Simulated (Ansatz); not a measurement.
# CH₅SSn radical: up Jacob's ladder to CCSD(T)

Aim: compute CH₅SSn radical with functionals from several rungs and with coupled cluster, and see how far each lands from CCSD(T) at the basis-set limit for the atomisation energy.

The runs use Ansatz 0.2.0, Gaussian basis; functionals in def2-TZVPP, the program's frozen cores in correlated methods.

Levels to be run: LDA (SPW92), PBE-D4, revPBE-D4, BLYP-D4, r2SCAN-D4, B97M-V, PBE0-D4, B3LYP-D4, r2SCANh-D4, r2SCAN0-D4, HSE06-D4, BHLYP-D4, CAM-B3LYP-D4, LC-ωPBE, ωB97X-V, ωB97M-V, B2PLYP, PBE-QIDH; CCSD(T)/def2-SVP; CCSD(T)/def2-TZVPP; MP2/def2-QZVPP; extrapolation to the limit; RPA on PBE.

### 1 The relaxed structure

All runs share one geometry, relaxed beforehand with PBE0-D4 in a triple-zeta def2 set. Sn takes the def2 core potential; no spin-orbit term is included.

SMILES `[CH3][SnH][SH]`, 8 atoms, charge 0, spin multiplicity 2.

Atoms are counted from 1 here; the program's logs count them from 0.

Bond lengths: C1–Sn2 2.163 Å, C1–H4 1.089 Å, C1–H5 1.091 Å, C1–H6 1.090 Å, Sn2–S3 2.422 Å, Sn2–H7 1.730 Å, S3–H8 1.343 Å. Angles: Sn2–C1–H4 109.9°, Sn2–C1–H5 107.7°, Sn2–C1–H6 109.6°, H4–C1–H5 109.9°, H4–C1–H6 109.7°, H5–C1–H6 110.0°, C1–Sn2–S3 107.5°, C1–Sn2–H7 110.4°, S3–Sn2–H7 102.4°, Sn2–S3–H8 93.7°.

### 2 LDA

This LDA is Slater exchange with PW92 correlation.

in.yaml

```yaml
crystal:
  periodic: [false, false, false]
  atoms:
    - {symbol: C, position_ang: [-0.719276, 0.879890, -0.461587]}
    - {symbol: Sn, position_ang: [1.192822, -0.087183, -0.164169]}
    - {symbol: S, position_ang: [0.858427, -1.894172, 1.413768]}
    - {symbol: H, position_ang: [-1.045325, 1.349667, 0.465221]}
    - {symbol: H, position_ang: [-1.435807, 0.113499, -0.760904]}
    - {symbol: H, position_ang: [-0.629773, 1.633323, -1.244039]}
    - {symbol: H, position_ang: [1.671737, -0.930301, -1.596880]}
    - {symbol: H, position_ang: [0.199295, -1.121825, 2.292790]}
basis:
  gaussian: {orbitals: def2-TZVPP}
magnetization: {spin_polarized: true, initial_magnetization: 1}
hamiltonian: {xc: lda}
output: {orbitals: {seedname: orbitals}}
```

After this run come: PBE-D4 (GGA); revPBE-D4 (GGA); BLYP-D4 (GGA); r2SCAN-D4 (meta-GGA); B97M-V (meta-GGA); PBE0-D4 (hybrid); B3LYP-D4 (hybrid); r2SCANh-D4 (hybrid); r2SCAN0-D4 (hybrid); HSE06-D4 (hybrid); BHLYP-D4 (hybrid); CAM-B3LYP-D4 (range-separated); LC-ωPBE-D4 (range-separated); ωB97X-V (range-separated); ωB97M-V (range-separated); B2PLYP (double hybrid); PBE-QIDH (double hybrid); CCSD(T) in def2-SVP; CCSD(T) in def2-TZVPP; MP2 in def2-QZVPP; RPA on PBE orbitals.

Before running them: what should the planned runs give, taken together? Wanted: atomisation energy, CCSD(T)/CBS; farthest beyond LDA; mean size of error, GGA; mean size of error, meta-GGA; mean size of error, hybrid; mean size of error, range-separated; mean size of error, double hybrid; gap, smallest and largest; T1 diagnostic.

As calculated:

| quantity | value |
| --- | --- |
| atomisation energy, CCSD(T)/CBS | 24.800 eV |
| functionals within 0.248 eV (1.0 %) | PBE-D4, BLYP-D4, r2SCAN-D4, PBE0-D4, B3LYP-D4, r2SCANh-D4, HSE06-D4, CAM-B3LYP-D4, ωB97X-V, ωB97M-V |
| farthest beyond LDA | BHLYP-D4 (-0.666 eV) |
| mean size of error, GGA | 0.259 eV |
| mean size of error, meta-GGA | 0.146 eV |
| mean size of error, hybrid | 0.232 eV |
| mean size of error, range-separated | 0.158 eV |
| mean size of error, double hybrid | 0.426 eV |
| gap, smallest and largest | 0.65 eV (LDA (SPW92)), 7.43 eV (LC-ωPBE) |
| T1 diagnostic | 0.0149 |
| triples share of the correlation energy | 3.6 % |

What this shows: The LDA atomisation energy is off by 3.307 eV (13 %): it overbinds. PBE-D4 is off by +0.174 eV. Double hybrids carry the basis error of their MP2 part in triple zeta, and no dispersion term here, so their miss is partly the set-up's. The rungs meta-GGA, range-separated, hybrid miss on average by less than the doubt on the reference (0.248 eV), so they tie. Misses under about 0.248 eV are within the doubt on the reference itself, which lacks core-valence correlation, spin-orbit coupling and higher excitations, and its outer-core shells are covered unevenly. All levels share the lack of spin-orbit coupling, which lowers the free heavy atoms and so the true binding. Hartree-Fock recovers 72 % of the binding; the rest is correlation. CCSD(T) in def2-SVP is off by -1.832 eV, worse than the median functional, from the basis alone. The gap grows from 0.7 to 7.4 eV across the functionals, mostly with the share of exact exchange. Correlated methods include outer-core shells of Sn, which these sets cover unevenly.
